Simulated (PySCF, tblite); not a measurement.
# C2H14OSi5: geometry, infrared bands and NMR shifts

Aim: predict the infrared bands and NMR shifts of C2H14OSi5 (`C[Si@@H]1[Si@H](C)[SiH2][Si@H]1O[SiH3]`).

The runs use tblite 0.8.0 and PySCF 2.14.0, with density-fitted response routines of our own; the level of theory stands in each step. All values are computed, except where a source is named. Atoms are numbered from 0 throughout.

**1. The starting structure**

22 atoms, charge 0, multiplicity 1; geometry from: force field or distance geometry start.

Bonds of the start (Å): C0–Si1 1.87, Si1–Si2 2.25, Si2–C3 1.86, Si2–Si4 2.24, Si4–Si5 2.25, Si5–O6 1.71, O6–Si7 1.73, Si5–Si1 2.22, C0–H8 1.10, C0–H9 1.12, C0–H10 1.12, Si1–H11 1.45, Si2–H12 1.46, C3–H13 1.10, C3–H14 1.12, C3–H15 1.13, Si4–H16 1.45, Si4–H17 1.47, Si5–H18 1.48, Si7–H19 1.45, Si7–H20 1.48, Si7–H21 1.46.

**2. Geometry optimisation with GFN2-xTB**

Job settings and geometry (Å):

```
{"job": {"kind": "relax", "xc": "GFN2-xTB", "basis": "xTB"}, "charge": 0, "multiplicity": 1}
C     -1.846700     2.350800    -0.113600
Si    -0.709300     1.183900    -1.027000
Si    -1.513400    -0.905300    -0.766100
C     -2.257000    -1.235100     0.904000
Si     0.625900    -1.553500    -0.725600
Si     1.028900     0.472600     0.153600
O      2.581000     0.976500    -0.360000
Si     3.677500    -0.106000     0.433400
H     -1.303600     3.081900     0.501300
H     -2.476100     2.849400    -0.892500
H     -2.538200     1.776800     0.556900
H     -0.441600     1.532700    -2.408100
H     -2.302100    -1.370700    -1.899600
H     -3.347400    -1.357600     0.891000
H     -1.972400    -0.463400     1.668100
H     -1.828600    -2.199100     1.312800
H      0.921000    -2.663800     0.158500
H      1.141100    -1.653500    -2.097700
H      0.787600     0.557300     1.611400
H      4.928600    -0.277900    -0.284300
H      2.951000    -1.387400     0.594400
H      3.883200     0.410900     1.788000
```

Started as:

```
$ OMP_NUM_THREADS=1 python probes_run.py task.json out
```

One launch serves the whole session: the jobs run in the order shown.

**Question.** This job is followed by: GFN2-xTB harmonic vibrations, gas phase; GIAO PBE0/pcSseg-1 NMR shielding, non-relativistic, gas phase. What will the session give for the following? strongest single infrared mode (GFN2-xTB); zero-point energy (GFN2-xTB); ¹³C shifts against TMS (PBE0/pcSseg-1); ¹H shifts against TMS (PBE0/pcSseg-1, means over atoms taken as alike); ²⁹Si shifts against TMS (PBE0/pcSseg-1); ¹⁷O shifts against H2O (PBE0/pcSseg-1); surface potential, 1st and 99th percentile.

As calculated:

| quantity | value |
| --- | --- |
| strongest single infrared mode (GFN2-xTB) | 2134 cm⁻¹, 613 km/mol |
| zero-point energy (GFN2-xTB) | 89.6 kcal/mol |
| ¹³C shifts against TMS (PBE0/pcSseg-1) | -6.6, -10.2 ppm |
| ¹H shifts against TMS (PBE0/pcSseg-1, means over atoms taken as alike) | 6.65, 5.10, 4.98, 4.86, 4.35, 3.92, 0.36, 0.21 ppm |
| ²⁹Si shifts against TMS (PBE0/pcSseg-1) | 20.9, -39.8, -44.3, -57.4, -95.6 ppm |
| ¹⁷O shifts against H2O (PBE0/pcSseg-1) | -8.8 ppm |
| surface potential, 1st and 99th percentile | -0.76 V and 1.35 V |

In words: Relaxing lowered the energy by 2.122 eV in 278 steps; the close pair that moved most is Si1–Si5, from 2.218 to 2.362 Å. The lowest mode is slightly imaginary (4i cm⁻¹), a soft motion within the noise of the Hessian, so the minimum is not strictly shown. The strongest single mode, at 2134 cm⁻¹, moves mainly H16. Unscaled tight-binding wavenumbers are off by several per cent, some by more. Its intensities can rank the bands wrongly. At PBE0/pcSseg-1: Shielding is most anisotropic at O6 (span 174 ppm, paramagnetic term -56 ppm). By nearest atom (PBE0/pcSseg-1), the HOMO sits on Si1, Si5 about 20 % each; Si4 16 % and the LUMO on Si5 17 %; Si1, Si4 about 11 % each.
